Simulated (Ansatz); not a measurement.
# Alloy of AlAs and GaP (4 of 64 Al sites, 4 of 64 As sites exchanged), 128 atoms

Wanted: the relaxed alloy cell and its gap (PBEsol and HSE06).

Method: density functional theory in Ansatz 0.2.0, PAW datasets, plane waves.

**1. The starting cell**

128 atoms (60 Al, 60 As, 4 Ga, 4 P); a = 16.009 Å, b = 16.009 Å, c = 16.009 Å, α = 60.00°, β = 60.00°, γ = 60.00°. All atoms were shaken off their sites by about 0.02 Å along each axis; atoms next to an added one may be pushed further to make room.

Plan of the steps: (2) PBEsol cell relaxation at the single k point (½, ½, ½), on 1 × NVIDIA GB200 with 8 threads of Arm Neoverse-V2; (3) HSE06 single point at the Γ point alone, on 1 × NVIDIA GB200 with 8 threads of Arm Neoverse-V2.

**2. Relaxing cell and atoms with PBEsol**

The input, in.yaml:

```yaml
crystal:
  lattice:
    - [0.000000, 11.319924, 11.319924]
    - [11.319924, 0.000000, 11.319924]
    - [11.319924, 11.319924, 0.000000]
  atoms:
    - { symbol: Al, position: [0.000743, 0.999811, 0.000419] }
    - { symbol: Al, position: [0.498493, 0.002918, 0.998026] }
    - { symbol: Al, position: [0.998928, 0.500044, 0.003564] }
    - { symbol: Al, position: [0.000131, 0.000066, 0.499899] }
    - { symbol: Al, position: [0.248813, 0.249561, 0.250576] }
    - { symbol: Al, position: [0.498830, 0.500750, 0.999775] }
    - { symbol: Al, position: [0.500389, 0.000790, 0.498174] }
    - { symbol: Al, position: [0.750580, 0.248890, 0.249872] }
    - { symbol: Al, position: [0.997333, 0.502916, 0.499150] }
    - { symbol: Al, position: [0.249761, 0.749252, 0.249308] }
    - { symbol: Al, position: [0.250069, 0.250659, 0.747616] }
    - { symbol: Al, position: [0.500626, 0.500458, 0.498442] }
    - { symbol: Al, position: [0.752418, 0.746408, 0.250003] }
    - { symbol: Al, position: [0.750680, 0.248488, 0.748815] }
    - { symbol: Al, position: [0.250955, 0.749534, 0.750024] }
    - { symbol: Al, position: [0.750429, 0.749448, 0.749901] }
    - { symbol: Al, position: [0.998494, 0.999555, 0.250457] }
    - { symbol: Al, position: [0.499575, 0.000093, 0.250289] }
    - { symbol: Al, position: [0.750842, 0.250759, 0.999376] }
    - { symbol: Al, position: [0.999431, 0.500944, 0.249788] }
    - { symbol: Al, position: [0.250645, 0.751796, 0.996405] }
    - { symbol: Al, position: [0.000221, 0.997951, 0.750202] }
    - { symbol: Al, position: [0.249783, 0.249265, 0.499656] }
    - { symbol: Al, position: [0.498798, 0.503288, 0.248825] }
    - { symbol: Al, position: [0.750619, 0.748598, 0.001008] }
    - { symbol: Al, position: [0.497637, 0.001627, 0.750043] }
    - { symbol: Al, position: [0.000761, 0.500427, 0.751106] }
    - { symbol: Al, position: [0.249413, 0.750387, 0.500107] }
    - { symbol: Al, position: [0.498694, 0.501177, 0.750325] }
    - { symbol: Al, position: [0.751449, 0.751012, 0.498658] }
    - { symbol: Al, position: [0.002717, 0.249486, 0.000796] }
    - { symbol: Al, position: [0.499853, 0.250584, 0.999707] }
    - { symbol: Al, position: [0.001135, 0.748986, 0.000576] }
    - { symbol: Al, position: [0.000995, 0.251999, 0.498175] }
    - { symbol: Al, position: [0.250683, 0.500522, 0.249514] }
    - { symbol: Al, position: [0.498610, 0.749808, 0.001807] }
    - { symbol: Al, position: [0.251968, 0.001170, 0.748610] }
    - { symbol: Al, position: [0.500522, 0.250786, 0.500213] }
    - { symbol: Al, position: [0.748575, 0.502027, 0.250829] }
    - { symbol: Al, position: [0.750589, 0.999514, 0.750468] }
    - { symbol: Al, position: [0.001176, 0.748827, 0.500692] }
    - { symbol: Al, position: [0.249250, 0.501055, 0.749061] }
    - { symbol: Al, position: [0.502570, 0.750493, 0.497371] }
    - { symbol: Al, position: [0.751656, 0.499484, 0.747767] }
    - { symbol: Al, position: [0.251167, 0.999327, 0.000065] }
    - { symbol: Al, position: [0.748495, 0.000415, 0.997858] }
    - { symbol: Al, position: [0.002787, 0.246825, 0.249580] }
    - { symbol: Al, position: [0.249005, 0.500209, 0.998676] }
    - { symbol: Al, position: [0.249843, 0.997707, 0.500778] }
    - { symbol: Al, position: [0.500086, 0.249040, 0.247274] }
    - { symbol: Al, position: [0.750625, 0.499581, 0.999510] }
    - { symbol: Al, position: [0.752394, 0.997701, 0.495913] }
    - { symbol: Al, position: [0.999179, 0.751707, 0.249588] }
    - { symbol: Al, position: [0.001093, 0.249912, 0.749108] }
    - { symbol: Al, position: [0.249891, 0.497272, 0.501379] }
    - { symbol: Al, position: [0.500851, 0.749053, 0.250857] }
    - { symbol: Al, position: [0.499339, 0.249974, 0.750563] }
    - { symbol: Al, position: [0.746482, 0.499598, 0.502049] }
    - { symbol: Al, position: [0.997386, 0.752445, 0.749801] }
    - { symbol: Al, position: [0.499152, 0.748530, 0.751345] }
    - { symbol: As, position: [0.062728, 0.061938, 0.060424] }
    - { symbol: As, position: [0.563827, 0.064116, 0.061037] }
    - { symbol: As, position: [0.062806, 0.559580, 0.063827] }
    - { symbol: As, position: [0.063531, 0.059073, 0.564757] }
    - { symbol: As, position: [0.312178, 0.309377, 0.315433] }
    - { symbol: As, position: [0.560684, 0.564571, 0.060399] }
    - { symbol: As, position: [0.562517, 0.061955, 0.564112] }
    - { symbol: As, position: [0.817192, 0.309658, 0.311831] }
    - { symbol: As, position: [0.060432, 0.560935, 0.565198] }
    - { symbol: As, position: [0.310874, 0.813411, 0.311740] }
    - { symbol: As, position: [0.311500, 0.312460, 0.813155] }
    - { symbol: As, position: [0.561461, 0.563812, 0.562764] }
    - { symbol: As, position: [0.814242, 0.811725, 0.311868] }
    - { symbol: As, position: [0.811317, 0.312924, 0.816509] }
    - { symbol: As, position: [0.310105, 0.814048, 0.812617] }
    - { symbol: As, position: [0.812188, 0.811854, 0.811460] }
    - { symbol: As, position: [0.063088, 0.064119, 0.310668] }
    - { symbol: As, position: [0.314110, 0.312270, 0.062368] }
    - { symbol: As, position: [0.561557, 0.061756, 0.314068] }
    - { symbol: As, position: [0.063569, 0.561134, 0.312873] }
    - { symbol: As, position: [0.313136, 0.811153, 0.060789] }
    - { symbol: As, position: [0.062196, 0.063588, 0.812870] }
    - { symbol: As, position: [0.311808, 0.309677, 0.567861] }
    - { symbol: As, position: [0.562131, 0.563675, 0.311937] }
    - { symbol: As, position: [0.813297, 0.811137, 0.063810] }
    - { symbol: As, position: [0.561363, 0.064546, 0.814833] }
    - { symbol: As, position: [0.813736, 0.310686, 0.561186] }
    - { symbol: As, position: [0.062793, 0.560625, 0.813774] }
    - { symbol: As, position: [0.312394, 0.813125, 0.565002] }
    - { symbol: As, position: [0.564679, 0.558881, 0.814160] }
    - { symbol: As, position: [0.810906, 0.812252, 0.563810] }
    - { symbol: As, position: [0.063575, 0.314567, 0.060817] }
    - { symbol: As, position: [0.310610, 0.064779, 0.312746] }
    - { symbol: As, position: [0.561515, 0.314835, 0.061749] }
    - { symbol: As, position: [0.813044, 0.064876, 0.311719] }
    - { symbol: As, position: [0.059722, 0.313616, 0.561424] }
    - { symbol: As, position: [0.312538, 0.559831, 0.313184] }
    - { symbol: As, position: [0.564274, 0.814042, 0.063016] }
    - { symbol: As, position: [0.315232, 0.062559, 0.808943] }
    - { symbol: As, position: [0.562725, 0.314345, 0.559119] }
    - { symbol: As, position: [0.812041, 0.563708, 0.310828] }
    - { symbol: As, position: [0.814767, 0.062753, 0.809806] }
    - { symbol: As, position: [0.063311, 0.811480, 0.563279] }
    - { symbol: As, position: [0.311788, 0.561663, 0.815095] }
    - { symbol: As, position: [0.562625, 0.812194, 0.561411] }
    - { symbol: As, position: [0.811323, 0.562204, 0.813269] }
    - { symbol: As, position: [0.312868, 0.061467, 0.061342] }
    - { symbol: As, position: [0.814533, 0.062809, 0.059955] }
    - { symbol: As, position: [0.066423, 0.311753, 0.310135] }
    - { symbol: As, position: [0.312246, 0.565069, 0.059564] }
    - { symbol: As, position: [0.312899, 0.063253, 0.563275] }
    - { symbol: As, position: [0.562082, 0.312323, 0.310339] }
    - { symbol: As, position: [0.813348, 0.563486, 0.061083] }
    - { symbol: As, position: [0.812955, 0.059497, 0.561483] }
    - { symbol: As, position: [0.062908, 0.812242, 0.310401] }
    - { symbol: As, position: [0.311360, 0.564933, 0.562182] }
    - { symbol: As, position: [0.564601, 0.810310, 0.311063] }
    - { symbol: As, position: [0.560490, 0.313006, 0.811130] }
    - { symbol: As, position: [0.810850, 0.561061, 0.562445] }
    - { symbol: As, position: [0.560682, 0.812687, 0.813926] }
    - { symbol: Ga, position: [0.249916, 0.251927, 0.998870] }
    - { symbol: Ga, position: [0.752197, 0.248084, 0.498978] }
    - { symbol: Ga, position: [0.251037, 0.000265, 0.249892] }
    - { symbol: Ga, position: [0.754320, 0.998297, 0.248904] }
    - { symbol: P, position: [0.813412, 0.314153, 0.061585] }
    - { symbol: P, position: [0.063164, 0.812308, 0.061941] }
    - { symbol: P, position: [0.064758, 0.309636, 0.813094] }
    - { symbol: P, position: [0.064347, 0.813068, 0.812274] }
kpoints:
  mp_grid: { grid: [1, 1, 1], shift: [0.5, 0.5, 0.5] }
hamiltonian:
  xc: pbesol
scf:
  occupations: { method: fermi_dirac, width: 0.01 }
relax:
  f_tol: 0.03
  max_steps: 80
  escape_saddle: false
  adjacent_minimum: "off"
  cell: { fix: [shape] }
output:
  forces: true
  eigenvalues: true
  populations: true
```

Launch:

```
$ ansatz run in.yaml --threads 8 --pin off --max-ram 118750MiB --runs-dir r --events-out ev --progress --plain --backend cuda --devices 0, --max-vram 170GiB
```

After this run come: HSE06 on the final geometry.

Before running it: what results should come out? Wanted: for each run, top filled to lowest empty.

**Answer**, as computed:

| level | time | k points | top filled to lowest empty (eV) |
| --- | --- | --- | --- |
| PBEsol, relaxation | 6.4 s (GPU) | (½, ½, ½) | 1.87 |
| HSE06 | 1.8 min (GPU) | Γ | 2.06 |

| quantity | value |
| --- | --- |
| relaxation | 4 recorded steps, 1.05 eV gained |
| largest shift | 0.12 Å (Al31) |
| relaxed cell | a = 16.010 Å, b = 16.010 Å, c = 16.010 Å, α = 60.00°, β = 60.00°, γ = 60.00° |
| mean bonds | Al–As 2.455, Al–P 2.393, As–Ga 2.453 Å |

Relaxation gains 1.05 eV, with shifts up to 0.12 Å (Al31), while the volume changes by +0.0 %. Part of this undoes the random shake of the start. The mean lengths of the listed bonds run from Al–P 2.39 Å to Al–As 2.46 Å. Rows on different k points differ by sampling as well as by level. No spin–orbit coupling is included; with elements this heavy it would shift the edges. With one k point the spacing samples only the states that fold onto it, so it can exceed the gap over the zone.
